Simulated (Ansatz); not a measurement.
# HfC+ (doublet): PBE, r2SCAN, PBE0, B3LYP, wB97M-V, B2PLYP, RPA-PBE over vertical gaps between states, def2-SVP

Aim: run HfC+ (doublet) with these functionals over vertical gaps between states, and hold them against the top wave-function level at the same points.

Program: Ansatz 0.2.0, Gaussian basis. Level of theory: def2-SVP, all electrons in the functionals, frozen cores in the correlation of double hybrids and RPA. These are calculated values, not measurements.

Plan: PBE, r2SCAN, PBE0, B3LYP, wB97M-V, B2PLYP, RPA-PBE, at charge 1, doublet; charge 1, quartet.

7 further runs of the same task are left out: 5 for a known fault of the program, 2 set aside as unsound or not needed.

### 1 The geometry

The geometry is a PBE0/def2-TZVP stationary point (not a proven minimum). No spin-orbit coupling is included. Elements past krypton take def2 core potentials.

2 atoms, charge 1, spin multiplicity 2.

Atoms are counted from 1 here; the program's logs count them from 0.

Bond lengths: Hf1–C2 1.779 Å.

No dispersion term is added; wB97M-V holds VV10 nonlocal correlation. B3LYP takes the VWN-RPA correlation.

The geometry shown and the zero of energy belong to the point charge 1, doublet. The yardstick, FCI, and other wave-function levels (R restricted, U unrestricted, valence and pair active spaces) come from earlier runs.

### 2 PBE, charge 1, doublet

in.yaml

```yaml
crystal:
  periodic: [false, false, false]
  atoms:
    - {symbol: Hf, position_ang: [0.000000, 0.000000, 0.000000]}
    - {symbol: C, position_ang: [0.000000, 0.000000, 1.779000]}
basis:
  gaussian: {orbitals: def2-SVP}
total_charge: 1
magnetization: {spin_polarized: true, initial_magnetization: 1}
hamiltonian: {xc: {name: PBE}}
output: {orbitals: {seedname: orbitals}}
```

Started as:

```sh
ansatz run in.yaml --threads 1 --pin off --events-out ev --progress --plain --max-ram 3956MiB --backend cpu
```

Further steps of the session: PBE, charge 1, quartet; r2SCAN, charge 1, doublet; r2SCAN, charge 1, quartet; PBE0, charge 1, doublet; PBE0, charge 1, quartet; B3LYP, charge 1, doublet; B3LYP, charge 1, quartet; wB97M-V, charge 1, doublet; wB97M-V, charge 1, quartet; B2PLYP, charge 1, doublet; B2PLYP, charge 1, quartet; RPA-PBE, charge 1, doublet; RPA-PBE, charge 1, quartet.

Q: Predict the results of all the runs planned. Wanted: doublet to quartet, FCI; largest miss, PBE; largest miss, r2SCAN; largest miss, PBE0; largest miss, B3LYP; largest miss, wB97M-V; largest miss, B2PLYP; largest miss, RPA-PBE; largest miss, RCCSD(T).

As calculated:

```
               quantity                               value
doublet to quartet, FCI                       15.5 kcal/mol
      largest miss, PBE  -2.7 kcal/mol (doublet to quartet)
   largest miss, r2SCAN  -3.5 kcal/mol (doublet to quartet)
     largest miss, PBE0  -5.1 kcal/mol (doublet to quartet)
    largest miss, B3LYP  -6.0 kcal/mol (doublet to quartet)
  largest miss, wB97M-V  -4.4 kcal/mol (doublet to quartet)
   largest miss, B2PLYP  -0.4 kcal/mol (doublet to quartet)
  largest miss, RPA-PBE  -3.8 kcal/mol (doublet to quartet)
 largest miss, RCCSD(T)  -0.1 kcal/mol (doublet to quartet)
 largest miss, UCCSD(T)  -1.0 kcal/mol (doublet to quartet)
```

Of the functionals, B2PLYP keep the smallest largest miss at the points compared (at most 0.4 kcal/mol) and B3LYP strays most (6.0 kcal/mol, at doublet to quartet). Functionals and the yardstick converge differently with the basis, so part of each miss in def2-SVP is the basis.
